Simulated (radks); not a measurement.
**Excited configurations of Pr**

One table from this session's results is given with a row withheld; the runs are named, their logs left out.

Program: radks (a radial shooting solver on a logarithmic mesh, Libxc functionals) version 1. Level of theory: scalar-relativistic Kohn-Sham, PBE, spin-unpolarised, spherical densities, finite nucleus. These are calculated values, not measurements, unless marked.

## Starting point

* element: praseodymium (Z = 59)
* charge: 0
* electrons: 59
* configuration: [Xe] 4f3 6s2
* nuclear rms radius: 4.8919 fm

Outer shells as boxes (Hund's rule):

Pr
```
[Xe] core
4f [↑ ][↑ ][↑ ][  ][  ][  ][  ]
6s [↑↓]
```

Set-up of the first run:

Input:

```text
Z 59
configuration [Xe] 4f3 6s2
relativity scalar-relativistic
functional pbe,pbe
spin unpolarised
nucleus finite rms 4.8919 fm
c 137.035999084
```

Among the steps run: Ground configuration: [Xe] 4f3 6s2.

One table of the session follows, with a row left open; its other results are not shown here.

It belongs to the step «Ground configuration: [Xe] 4f3 6s2». Radial moments (bohr):

```
level     <r>  outermost maximum (interpolated)  90 % within  nodes
   3d       ?                                 ?            ?      ?
   4s  0.6225                             0.579        0.894      3
   4p  0.6594                             0.604        0.959      2
   4d  0.7272                             0.636         1.09      1
   5s   1.508                              1.35         2.17      4
   5p   1.767                              1.53         2.59      3
   6s   4.499                              3.86         6.62      5
   4f   1.211                             0.692         2.17      0
```

**Question.** Estimate the row for 3d.

As computed: <r>: 0.2475; outermost maximum (interpolated): 0.201; 90 % within: 0.387; nodes: 0. In the column «<r>» it is the lowest.

Caveats from the session: Spin polarisation and multiplet splitting are left out, so open shells lie too high by an amount that depends on their filling.
